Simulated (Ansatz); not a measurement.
# C16H48O6Si7: charged states by level of theory, part 2 of 3

Aim: the energy of removing and adding an electron for C16H48O6Si7, by energy differences, and how well orbital energies stand in for it.

Ansatz 0.2.0, Gaussian basis; as each input shows.

## (6) Relaxing the charge +1 doublet

Contents of in.yaml:

```yaml
crystal:
  periodic: [false, false, false]
  atoms:
    - {symbol: C, position_ang: [-5.731501, -2.883695, -0.748071]}
    - {symbol: Si, position_ang: [-4.202044, -1.835433, -0.405386]}
    - {symbol: C, position_ang: [-4.468602, -0.754060, 1.116007]}
    - {symbol: C, position_ang: [-2.675927, -2.925201, -0.198090]}
    - {symbol: O, position_ang: [-3.998752, -0.805662, -1.729038]}
    - {symbol: Si, position_ang: [-2.891163, -0.306550, -2.879394]}
    - {symbol: C, position_ang: [-2.174731, -1.769057, -3.810976]}
    - {symbol: C, position_ang: [-3.779848, 0.909888, -3.996261]}
    - {symbol: O, position_ang: [-1.601785, 0.469246, -2.133412]}
    - {symbol: Si, position_ang: [-1.247438, 1.429706, -0.811909]}
    - {symbol: C, position_ang: [-2.685609, 2.589119, -0.462161]}
    - {symbol: C, position_ang: [0.365382, 2.297514, -1.175629]}
    - {symbol: O, position_ang: [-1.062174, 0.396250, 0.509830]}
    - {symbol: Si, position_ang: [-0.549078, 0.323119, 2.102911]}
    - {symbol: C, position_ang: [-1.521146, 1.567555, 3.126932]}
    - {symbol: C, position_ang: [-0.779129, -1.437964, 2.694690]}
    - {symbol: O, position_ang: [1.085761, 0.671828, 2.189279]}
    - {symbol: Si, position_ang: [2.338108, 1.749170, 2.472202]}
    - {symbol: C, position_ang: [3.499086, 0.936844, 3.703514]}
    - {symbol: C, position_ang: [1.668445, 3.393412, 3.080662]}
    - {symbol: O, position_ang: [3.136993, 2.055124, 1.038139]}
    - {symbol: Si, position_ang: [4.015550, 1.365863, -0.217079]}
    - {symbol: C, position_ang: [4.240209, 2.687735, -1.521872]}
    - {symbol: C, position_ang: [5.655729, 0.731318, 0.455130]}
    - {symbol: O, position_ang: [3.146098, 0.111011, -0.895965]}
    - {symbol: Si, position_ang: [2.805552, -1.542536, -0.771230]}
    - {symbol: C, position_ang: [4.052854, -2.462886, -1.850884]}
    - {symbol: C, position_ang: [2.955187, -2.100968, 1.027453]}
    - {symbol: C, position_ang: [1.051454, -1.797007, -1.394870]}
    - {symbol: H, position_ang: [-6.620762, -2.241681, -0.914936]}
    - {symbol: H, position_ang: [-5.588603, -3.507937, -1.654132]}
    - {symbol: H, position_ang: [-5.953926, -3.562191, 0.101782]}
    - {symbol: H, position_ang: [-5.345239, -0.088374, 0.978737]}
    - {symbol: H, position_ang: [-3.574433, -0.121611, 1.283227]}
    - {symbol: H, position_ang: [-4.641484, -1.365164, 2.026159]}
    - {symbol: H, position_ang: [-2.754783, -3.558663, 0.709858]}
    - {symbol: H, position_ang: [-2.542949, -3.598379, -1.069901]}
    - {symbol: H, position_ang: [-1.768286, -2.296615, -0.101036]}
    - {symbol: H, position_ang: [-1.596154, -2.419330, -3.124497]}
    - {symbol: H, position_ang: [-2.972952, -2.376703, -4.283691]}
    - {symbol: H, position_ang: [-1.484919, -1.423533, -4.608098]}
    - {symbol: H, position_ang: [-4.616106, 0.418966, -4.534508]}
    - {symbol: H, position_ang: [-4.203226, 1.743099, -3.399184]}
    - {symbol: H, position_ang: [-3.087438, 1.339666, -4.748295]}
    - {symbol: H, position_ang: [-2.858827, 3.272749, -1.318708]}
    - {symbol: H, position_ang: [-3.613836, 2.005039, -0.296577]}
    - {symbol: H, position_ang: [-2.503447, 3.209913, 0.438805]}
    - {symbol: H, position_ang: [1.148355, 1.539698, -1.378821]}
    - {symbol: H, position_ang: [0.712837, 2.916539, -0.324713]}
    - {symbol: H, position_ang: [0.263809, 2.949789, -2.066960]}
    - {symbol: H, position_ang: [-1.353506, 2.603292, 2.767563]}
    - {symbol: H, position_ang: [-2.608964, 1.358394, 3.065508]}
    - {symbol: H, position_ang: [-1.225045, 1.527012, 4.195494]}
    - {symbol: H, position_ang: [-0.413726, -1.549409, 3.735800]}
    - {symbol: H, position_ang: [-1.846456, -1.734268, 2.663796]}
    - {symbol: H, position_ang: [-0.208914, -2.139788, 2.053406]}
    - {symbol: H, position_ang: [3.811288, -0.063503, 3.341302]}
    - {symbol: H, position_ang: [3.002684, 0.799446, 4.686050]}
    - {symbol: H, position_ang: [4.411053, 1.548318, 3.859356]}
    - {symbol: H, position_ang: [2.499169, 4.101733, 3.276856]}
    - {symbol: H, position_ang: [1.007916, 3.853837, 2.317784]}
    - {symbol: H, position_ang: [1.086123, 3.275755, 4.016829]}
    - {symbol: H, position_ang: [4.783197, 3.563121, -1.111160]}
    - {symbol: H, position_ang: [4.811803, 2.296620, -2.387997]}
    - {symbol: H, position_ang: [3.252844, 3.034267, -1.887387]}
    - {symbol: H, position_ang: [6.248223, 1.557867, 0.898714]}
    - {symbol: H, position_ang: [6.262396, 0.269964, -0.351380]}
    - {symbol: H, position_ang: [5.499357, -0.032516, 1.243638]}
    - {symbol: H, position_ang: [5.091544, -2.291673, -1.497654]}
    - {symbol: H, position_ang: [3.866318, -3.557112, -1.837787]}
    - {symbol: H, position_ang: [3.990621, -2.119424, -2.904573]}
    - {symbol: H, position_ang: [2.636072, -3.158519, 1.137520]}
    - {symbol: H, position_ang: [4.000347, -2.027734, 1.393267]}
    - {symbol: H, position_ang: [2.310642, -1.474220, 1.676668]}
    - {symbol: H, position_ang: [0.784376, -2.874235, -1.402897]}
    - {symbol: H, position_ang: [0.323461, -1.262274, -0.752905]}
    - {symbol: H, position_ang: [0.932077, -1.403931, -2.424855]}
basis:
  gaussian: {orbitals: def2-SVP, fitting: {mean_field: def2-universal-jkfit}}
total_charge: 1
magnetization: {spin_polarized: true, initial_magnetization: 1}
hamiltonian: {xc: pbe, dispersion: d4}
scf: {lower_state_search: "off"}
output: {orbitals: {seedname: orbitals}}
relax: {f_tol: 0.03, max_steps: 70}
```

Launch:

```
> ansatz run in.yaml --threads 2 --pin off --events-out ev --progress --plain --max-ram 32768MiB --backend cuda --devices 0, --max-vram 18GiB
```

The program printed:

```text
Functional definition: PBE
  name "PBE"
  cite "Perdew, Burke & Ernzerhof, Phys. Rev. Lett. 77, 3865 (1996) doi:10.1103/PhysRevLett.77.3865"
  parent pbe
  parameter kappa = 0.804
  parameter beta = 0.06672455060314922
  exchange = pbe_x(kappa = kappa, mu = beta*pi^2/3)
  correlation = pbe_c(beta = beta)
these checks for a lower state are left out or cut short: stability, starts, cluster_reference, orbital_swaps, neighbouring_geometries, increment
3422 factors; integrals over basis functions are off by at most 2.4e-1 eV
mean field evaluation 1: about -84594.5389 eV, gradient 1.6e2 eV
mean field evaluation 2: about -84414.9467 eV, gradient 2.4e2 eV
mean field evaluation 4: about -84705.7491 eV, gradient 2.3e1 eV
mean field evaluation 8: about -84708.0679 eV, gradient 9.7e0 eV
mean field evaluation 16: about -84708.8776 eV, gradient 9.6e-2 eV
mean field -84708.87837656 eV, -3112.9938625987 hartree, gradient 1.6e-6 eV, S^2 0.750548; 0 other end points of the search recorded, 0 dependent functions left out
the calculation of the forces begins
reference -84708.87847691 eV, -3112.9938662864 hartree; 145, 144 occupied and 529, 530 virtual orbitals, 3422 factors
relax step   1: F+E_penalty+E_count = -84711.85532986 eV  Δ(F+E_penalty+E_count) = +0.000e0 eV  max|allowed force component| = 4.768e-1 eV/Å  Δτ_max = 0.0000 Å  (62 SCF iters, accepted)
these checks for a lower state are left out or cut short: stability, starts, cluster_reference, orbital_swaps, neighbouring_geometries, increment
3422 factors; integrals over basis functions are off by at most 2.4e-1 eV
mean field evaluation 32: about -84708.9144 eV, gradient 1.5e-6 eV
mean field -84708.91436387 eV, -3112.9951851078 hartree, gradient 1.5e-6 eV, S^2 0.750568; 0 other end points of the search recorded, 0 dependent functions left out
the calculation of the forces begins
reference -84708.91446391 eV, -3112.9951887843 hartree; 145, 144 occupied and 529, 530 virtual orbitals, 3422 factors
relax step   2: F+E_penalty+E_count = -84711.90132827 eV  Δ(F+E_penalty+E_count) = -4.600e-2 eV  max|allowed force component| = 2.660e-1 eV/Å  Δτ_max = 0.0459 Å  (36 SCF iters, accepted)
these checks for a lower state are left out or cut short: stability, starts, cluster_reference, orbital_swaps, neighbouring_geometries, increment
3422 factors; integrals over basis functions are off by at most 2.4e-1 eV
mean field -84708.92873398 eV, -3112.9957131995 hartree, gradient 2.6e-6 eV, S^2 0.750585; 0 other end points of the search recorded, 0 dependent functions left out
the calculation of the forces begins
reference -84708.92883405 eV, -3112.9957168771 hartree; 145, 144 occupied and 529, 530 virtual orbitals, 3422 factors
relax step   3: F+E_penalty+E_count = -84711.91688274 eV  Δ(F+E_penalty+E_count) = -1.555e-2 eV  max|allowed force component| = 1.224e-1 eV/Å  Δτ_max = 0.0423 Å  (36 SCF iters, accepted)
these checks for a lower state are left out or cut short: stability, starts, cluster_reference, orbital_swaps, neighbouring_geometries, increment
3422 factors; integrals over basis functions are off by at most 2.4e-1 eV
mean field -84708.90796789 eV, -3112.9949500597 hartree, gradient 1.6e-6 eV, S^2 0.750610; 0 other end points of the search recorded, 0 dependent functions left out
the calculation of the forces begins
reference -84708.90806828 eV, -3112.9949537493 hartree; 145, 144 occupied and 529, 530 virtual orbitals, 3422 factors
relax step   4: F+E_penalty+E_count = -84711.89343331 eV  Δ(F+E_penalty+E_count) = +2.345e-2 eV  max|allowed force component| = 3.411e-1 eV/Å  Δτ_max = 0.1487 Å  (36 SCF iters, rejected (line search))
these checks for a lower state are left out or cut short: stability, starts, cluster_reference, orbital_swaps, neighbouring_geometries, increment
3422 factors; integrals over basis functions are off by at most 2.4e-1 eV
mean field -84708.94925862 eV, -3112.9964674662 hartree, gradient 2.2e-6 eV, S^2 0.750601; 0 other end points of the search recorded, 0 dependent functions left out
the calculation of the forces begins
reference -84708.94935914 eV, -3112.9964711603 hartree; 145, 144 occupied and 529, 530 virtual orbitals, 3422 factors
relax step   5: F+E_penalty+E_count = -84711.92767146 eV  Δ(F+E_penalty+E_count) = -1.079e-2 eV  max|allowed force component| = 6.395e-2 eV/Å  Δτ_max = 0.0637 Å  (33 SCF iters, accepted)
these checks for a lower state are left out or cut short: stability, starts, cluster_reference, orbital_swaps, neighbouring_geometries, increment
3422 factors; integrals over basis functions are off by at most 2.4e-1 eV
mean field evaluation 64: about -84708.9551 eV, gradient 4.1e-4 eV
mean field -84708.95511083 eV, -3112.9966825308 hartree, gradient 2.7e-6 eV, S^2 0.750603; 0 other end points of the search recorded, 0 dependent functions left out
the calculation of the forces begins
reference -84708.95521151 eV, -3112.9966862308 hartree; 145, 144 occupied and 529, 530 virtual orbitals, 3422 factors
relax step   6: F+E_penalty+E_count = -84711.93129180 eV  Δ(F+E_penalty+E_count) = -3.620e-3 eV  max|allowed force component| = 8.938e-2 eV/Å  Δτ_max = 0.0395 Å  (29 SCF iters, accepted)
these checks for a lower state are left out or cut short: stability, starts, cluster_reference, orbital_swaps, neighbouring_geometries, increment
3422 factors; integrals over basis functions are off by at most 2.4e-1 eV
mean field -84708.96570100 eV, -3112.9970717126 hartree, gradient 5.1e-6 eV, S^2 0.750601; 0 other end points of the search recorded, 0 dependent functions left out
the calculation of the forces begins
reference -84708.96580201 eV, -3112.9970754247 hartree; 145, 144 occupied and 529, 530 virtual orbitals, 3422 factors
relax step   7: F+E_penalty+E_count = -84711.93491990 eV  Δ(F+E_penalty+E_count) = -3.628e-3 eV  max|allowed force component| = 5.089e-2 eV/Å  Δτ_max = 0.0614 Å  (30 SCF iters, accepted)
these checks for a lower state are left out or cut short: stability, starts, cluster_reference, orbital_swaps, neighbouring_geometries, increment
3422 factors; integrals over basis functions are off by at most 2.4e-1 eV
mean field -84708.97063280 eV, -3112.9972529529 hartree, gradient 3.5e-6 eV, S^2 0.750599; 0 other end points of the search recorded, 0 dependent functions left out
the calculation of the forces begins
reference -84708.97073392 eV, -3112.9972566690 hartree; 145, 144 occupied and 529, 530 virtual orbitals, 3422 factors
relax step   8: F+E_penalty+E_count = -84711.93577807 eV  Δ(F+E_penalty+E_count) = -8.582e-4 eV  max|allowed force component| = 3.059e-2 eV/Å  Δτ_max = 0.0364 Å  (27 SCF iters, accepted)
these checks for a lower state are left out or cut short: stability, starts, cluster_reference, orbital_swaps, neighbouring_geometries, increment
3422 factors; integrals over basis functions are off by at most 2.4e-1 eV
mean field -84708.97280544 eV, -3112.9973327961 hartree, gradient 1.7e-6 eV, S^2 0.750597; 0 other end points of the search recorded, 0 dependent functions left out
the calculation of the forces begins
reference -84708.97290661 eV, -3112.9973365137 hartree; 145, 144 occupied and 529, 530 virtual orbitals, 3422 factors
relax step   9: F+E_penalty+E_count = -84711.93634855 eV  Δ(F+E_penalty+E_count) = -5.705e-4 eV  max|allowed force component| = 2.079e-2 eV/Å  Δτ_max = 0.0164 Å  (28 SCF iters, accepted)
Total energy: -84711.93644971 eV, -3113.1062447140 hartree
Atom 0 at    -5.761608    -2.908549    -0.804424 Å, force     0.012898     0.000194    -0.008531 eV/Å
Atom 1 at    -4.226234    -1.908815    -0.384450 Å, force    -0.012252     0.006731     0.017989 eV/Å
Atom 2 at    -4.481620    -0.809854     1.116885 Å, force     0.006322     0.010964    -0.003746 eV/Å
Atom 3 at    -2.719136    -3.039800    -0.172626 Å, force    -0.000479    -0.004254    -0.007443 eV/Å
Atom 4 at    -3.893634    -0.898221    -1.704633 Å, force     0.001808    -0.012714    -0.009079 eV/Å
Atom 5 at    -2.862138    -0.319754    -2.873147 Å, force    -0.000946     0.004239     0.012273 eV/Å
Atom 6 at    -2.038959    -1.727287    -3.806574 Å, force    -0.000156     0.002454    -0.004609 eV/Å
Atom 7 at    -3.848676     0.828306    -3.985429 Å, force    -0.000470    -0.002214    -0.002442 eV/Å
Atom 8 at    -1.632671     0.564023    -2.138808 Å, force    -0.008882     0.005595     0.004380 eV/Å
Atom 9 at    -1.218978     1.473003    -0.798290 Å, force    -0.001348    -0.014883     0.002239 eV/Å
Atom 10 at    -2.584763     2.730247    -0.477144 Å, force    -0.004123     0.000799    -0.001365 eV/Å
Atom 11 at     0.452980     2.242425    -1.141298 Å, force     0.005485     0.004254    -0.001241 eV/Å
Atom 12 at    -1.118111     0.443581     0.526759 Å, force     0.007821     0.004324    -0.011619 eV/Å
Atom 13 at    -0.565392     0.327994     2.116906 Å, force     0.003745    -0.001275     0.020786 eV/Å
Atom 14 at    -1.530956     1.533038     3.181999 Å, force     0.002950    -0.004890    -0.003945 eV/Å
Atom 15 at    -0.735407    -1.451487     2.656938 Å, force     0.001537     0.004234    -0.004058 eV/Å
Atom 16 at     1.066483     0.718881     2.124004 Å, force    -0.004328     0.008596    -0.010999 eV/Å
Atom 17 at     2.327460     1.764157     2.477790 Å, force    -0.010239    -0.004351     0.001274 eV/Å
Atom 18 at     3.411874     0.948057     3.774825 Å, force    -0.002287     0.003194     0.002549 eV/Å
Atom 19 at     1.673754     3.442550     2.999421 Å, force    -0.000856    -0.004520    -0.002618 eV/Å
Atom 20 at     3.228881     1.999959     1.085500 Å, force     0.004513    -0.013629    -0.004843 eV/Å
Atom 21 at     4.068747     1.377476    -0.221646 Å, force    -0.000761     0.006358     0.006838 eV/Å
Atom 22 at     4.207245     2.721412    -1.514008 Å, force    -0.000791    -0.000953     0.001724 eV/Å
Atom 23 at     5.753159     0.772882     0.385106 Å, force     0.000559    -0.001592    -0.000818 eV/Å
Atom 24 at     3.250340     0.074635    -0.875361 Å, force    -0.015027    -0.010494    -0.007879 eV/Å
Atom 25 at     2.791342    -1.554286    -0.749935 Å, force     0.000250    -0.010167     0.013532 eV/Å
Atom 26 at     3.909407    -2.534289    -1.905066 Å, force    -0.003926     0.005569    -0.001624 eV/Å
Atom 27 at     2.936608    -2.116381     1.038956 Å, force     0.002971     0.008110     0.002971 eV/Å
Atom 28 at     0.994777    -1.656927    -1.336571 Å, force    -0.000036     0.006893    -0.008643 eV/Å
Atom 29 at    -6.622144    -2.235325    -0.994279 Å, force     0.002262     0.000257     0.000932 eV/Å
Atom 30 at    -5.597746    -3.528527    -1.708574 Å, force    -0.005718    -0.002687     0.000038 eV/Å
Atom 31 at    -6.028632    -3.582855     0.034936 Å, force     0.000166    -0.000757     0.001639 eV/Å
Atom 32 at    -5.351426    -0.137933     0.968153 Å, force    -0.000702    -0.000092     0.000006 eV/Å
Atom 33 at    -3.583270    -0.183083     1.284091 Å, force    -0.000082     0.000343     0.002562 eV/Å
Atom 34 at    -4.669770    -1.409351     2.031220 Å, force     0.000741    -0.002899    -0.001776 eV/Å
Atom 35 at    -2.848224    -3.687278     0.718861 Å, force    -0.000020     0.002651    -0.001726 eV/Å
Atom 36 at    -2.594258    -3.690749    -1.061003 Å, force     0.003288    -0.000038     0.000098 eV/Å
Atom 37 at    -1.809137    -2.421502    -0.041479 Å, force    -0.004226    -0.000392    -0.001345 eV/Å
Atom 38 at    -1.440311    -2.338495    -3.102593 Å, force    -0.001863     0.001346    -0.000906 eV/Å
Atom 39 at    -2.805840    -2.367303    -4.286697 Å, force     0.001970     0.000865     0.000515 eV/Å
Atom 40 at    -1.366653    -1.325709    -4.590824 Å, force    -0.001257    -0.001111     0.002110 eV/Å
Atom 41 at    -4.641733     0.260497    -4.511318 Å, force     0.002174     0.002141     0.001265 eV/Å
Atom 42 at    -4.325198     1.624776    -3.380341 Å, force     0.002581    -0.000803    -0.001811 eV/Å
Atom 43 at    -3.178576     1.293170    -4.735782 Å, force    -0.000900     0.000610     0.001564 eV/Å
Atom 44 at    -2.718328     3.388213    -1.358829 Å, force    -0.000079    -0.000952     0.002368 eV/Å
Atom 45 at    -3.536690     2.198947    -0.276704 Å, force     0.000112    -0.000446     0.000583 eV/Å
Atom 46 at    -2.335235     3.358267     0.401457 Å, force    -0.000320    -0.001800    -0.000739 eV/Å
Atom 47 at     1.190906     1.431828    -1.305757 Å, force     0.000531    -0.000280     0.001168 eV/Å
Atom 48 at     0.787483     2.856137    -0.281812 Å, force     0.001330     0.000456    -0.003463 eV/Å
Atom 49 at     0.408136     2.882320    -2.044985 Å, force     0.001590    -0.000732     0.003761 eV/Å
Atom 50 at    -1.395245     2.578495     2.839315 Å, force    -0.000273     0.001515     0.001847 eV/Å
Atom 51 at    -2.614550     1.299139     3.149441 Å, force     0.002728    -0.000478    -0.001661 eV/Å
Atom 52 at    -1.203058     1.472964     4.239943 Å, force     0.001215     0.000949    -0.000146 eV/Å
Atom 53 at    -0.339418    -1.579762     3.684494 Å, force     0.000120    -0.000970     0.000858 eV/Å
Atom 54 at    -1.798043    -1.765146     2.654085 Å, force    -0.001010    -0.000276     0.000081 eV/Å
Atom 55 at    -0.171366    -2.127802     1.984659 Å, force    -0.000608     0.001659     0.001873 eV/Å
Atom 56 at     3.746095    -0.050505     3.429432 Å, force    -0.001002     0.004795     0.000160 eV/Å
Atom 57 at     2.845699     0.817983     4.719369 Å, force     0.002615     0.000986    -0.002878 eV/Å
Atom 58 at     4.304911     1.570890     3.982014 Å, force    -0.000276    -0.002266     0.000140 eV/Å
Atom 59 at     2.516840     4.134679     3.196501 Å, force     0.000352    -0.001461    -0.001499 eV/Å
Atom 60 at     1.044209     3.886351     2.202008 Å, force     0.001217    -0.000627     0.002699 eV/Å
Atom 61 at     1.067202     3.358037     3.923248 Å, force    -0.001018     0.001256    -0.000567 eV/Å
Atom 62 at     4.741387     3.600386    -1.102313 Å, force     0.000834     0.001946    -0.001631 eV/Å
Atom 63 at     4.762255     2.346422    -2.396800 Å, force     0.001133    -0.000364     0.000435 eV/Å
Atom 64 at     3.195552     3.038855    -1.834947 Å, force    -0.000144    -0.000294     0.000646 eV/Å
Atom 65 at     6.314677     1.626677     0.814500 Å, force    -0.000006    -0.001396     0.000181 eV/Å
Atom 66 at     6.330003     0.348262    -0.460350 Å, force    -0.001440     0.001145     0.000327 eV/Å
Atom 67 at     5.628158    -0.003371     1.165434 Å, force    -0.000114     0.000518     0.000224 eV/Å
Atom 68 at     4.967299    -2.450577    -1.582469 Å, force     0.001608     0.000797    -0.000400 eV/Å
Atom 69 at     3.629714    -3.607827    -1.899071 Å, force    -0.000945     0.002619     0.002482 eV/Å
Atom 70 at     3.830685    -2.158993    -2.944923 Å, force     0.003782    -0.001188    -0.001020 eV/Å
Atom 71 at     2.577695    -3.160331     1.151874 Å, force    -0.000447     0.000498    -0.004159 eV/Å
Atom 72 at     3.991608    -2.088297     1.381045 Å, force     0.002666    -0.000609     0.004436 eV/Å
Atom 73 at     2.331841    -1.467059     1.703480 Å, force     0.001112     0.000259    -0.001442 eV/Å
Atom 74 at     0.681935    -2.720422    -1.378662 Å, force     0.001676    -0.001487     0.000456 eV/Å
Atom 75 at     0.338309    -1.111013    -0.629888 Å, force     0.003555     0.001350    -0.001792 eV/Å
Atom 76 at     0.887489    -1.211075    -2.344853 Å, force    -0.002857    -0.001127     0.002453 eV/Å
Dipole moment:     0.141498     0.028974     0.031615 e Å
Checks for a lower state left out: stability, starts, cluster_reference, orbital_swaps, neighbouring_geometries, increment
```

Wall time 2.2 min (1 × H100 (card shared with other runs) with 2 threads of AMD EPYC 7R13, shared host); peak host memory 1.2 GiB.

Step by step: (the energy doesn't fall at every step)

| step | energy from step 1 (eV) | largest force component (eV/Å) |
| --- | --- | --- |
| 1 | 0.0000 | 0.4768 |
| 2 | -0.0460 | 0.2660 |
| 3 | -0.0616 | 0.1224 |
| 4 | -0.0381 | 0.3411 |
| 5 | -0.0723 | 0.0640 |
| 6 | -0.0760 | 0.0894 |
| 7 | -0.0796 | 0.0509 |
| 8 | -0.0804 | 0.0306 |
| 9 | -0.0810 | 0.0208 |

Close pairs (by a distance rule), those that changed most:

| bond | before (Å) | after (Å) | change (Å) |
| --- | --- | --- | --- |
| Si26–C29 | 1.879 | 1.893 | +0.014 |
| O13–Si14 | 1.675 | 1.687 | +0.012 |
| O5–Si6 | 1.673 | 1.663 | -0.011 |
| Si2–C4 | 1.887 | 1.896 | +0.009 |
| Si26–C28 | 1.889 | 1.881 | -0.009 |
| Si2–C3 | 1.885 | 1.878 | -0.007 |
| Si10–O13 | 1.688 | 1.681 | -0.007 |
| Si22–C24 | 1.883 | 1.890 | +0.007 |

[end of part 2 of 3]
